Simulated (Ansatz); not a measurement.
# HfF+ (triplet): the correlation ladder, def2-QZVPP

An exercise on one series of results from a longer session: the logs are not shown, and one member is left open.

Program: Ansatz 0.2.0, Gaussian basis. Level of theory: def2-QZVPP, core rule «outside noble gas», up to 5 orbitals frozen. These are calculated values, not measurements.

To be run: UHF; ROHF; CCSD(T) on UHF.

2 further runs of the same task are left out: 2 set aside as unsound or not needed.

### What is computed

The geometry is a PBE0/def2-TZVP stationary point (not a proven minimum) of the parent state, kept for this charge and spin. No spin-orbit coupling is included. Elements past krypton take def2 core potentials.

2 atoms, charge 1, spin multiplicity 3.

Atoms are counted from 1 here; the program's logs count them from 0.

Bond lengths: Hf1–F2 1.861 Å.

Set-up of the first run:

The input, in.yaml:

```yaml
crystal:
  periodic: [false, false, false]
  atoms:
    - {symbol: Hf, position_ang: [0.000000, 0.000000, 0.000000]}
    - {symbol: F, position_ang: [0.000000, 0.000000, 1.860593]}
basis:
  gaussian: {orbitals: "def2-QZVPP.json"}
total_charge: 1
magnetization: {spin_polarized: true, initial_magnetization: 2}
hamiltonian: {xc: hf}
output: {orbitals: {seedname: orbitals}}
```

Started as:

```console
$ ansatz run in.yaml --threads 1 --pin off --events-out ev --progress --plain --max-ram 4096MiB --backend cpu
```

Steps of the session up to this table: UHF; ROHF; CCSD(T) on UHF.

One of the session's tables, all rows but one given; the rest of the session is left out.

It belongs to the step «Misses and costs». 

| method | from UCCSD(T) (meV) |
| --- | --- |
| ROHF | +9080.4 |
| UHF | +8983.8 |
| UMP2 | ? |
| UCCSD | +336.6 |
| UCCSD(T) | 0 |

**Question.** Estimate the row for UMP2.

As computed: from UCCSD(T) (meV): +217.8. In the column «from UCCSD(T) (meV)» it lies between UCCSD(T) (0) and UCCSD (+336.6).
